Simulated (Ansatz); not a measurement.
Runs of Ansatz 0.2.0 on BiTe. The structure is cubic, space group Fm-3m (No. 225). The conventional cell has a = 6.470 Å, b = 6.470 Å, c = 6.470 Å, α = 90.00°, β = 90.00°, γ = 90.00°. Around Bi (site symmetry m-3m) lie 6 Te at 3.23 Å. Te (site symmetry m-3m) has 6 Bi at 3.23 Å as nearest neighbours. 

| task | level | k mesh | cutoff (eV) | smearing | basis error allowed | mesh quality | gap on the mesh (eV) | pressure (GPa) |
| --- | --- | --- | --- | --- | --- | --- | --- | --- |
| single point | RPBE | 7 × 7 × 7 | 177 | gaussian 0.1 eV | 0.001 eV/atom | not flagged | none | 2.3 |
| band structure | PBE | 7 × 7 × 7 | 177 | fermi-dirac 0.05 eV | 0.001 eV/atom | not flagged | - | (a) |
| single point | PBEsol | 4 × 4 × 4 | 177 | fermi-dirac 0.03 eV | 0.001 eV/atom | coarse | none | -1.8 |
| single point | PBE | 5 × 5 × 5 | 162 | fermi-dirac 0.04 eV | 0.002 eV/atom | coarse | none | 0.7 |

Alike in all rows: potentials or basis all-electron LAPW, scalar-relativistic; no spin polarisation; cell as given.

Problem. Fill in the values left out.

Solution. (a) 0.9.

Caveats: some runs use coarse meshes; spin-orbit coupling is left out, which moves the levels of the heavy elements; the k mesh is thin for a metal, which can move the energy by tens of meV per atom (some runs).

A k mesh can miss the band edges, and the runs leave out spin-orbit coupling on Bi, Te.

A gap of «none» marks a metal or a gap under the smearing width.

Not every run made on this cell is shown here.
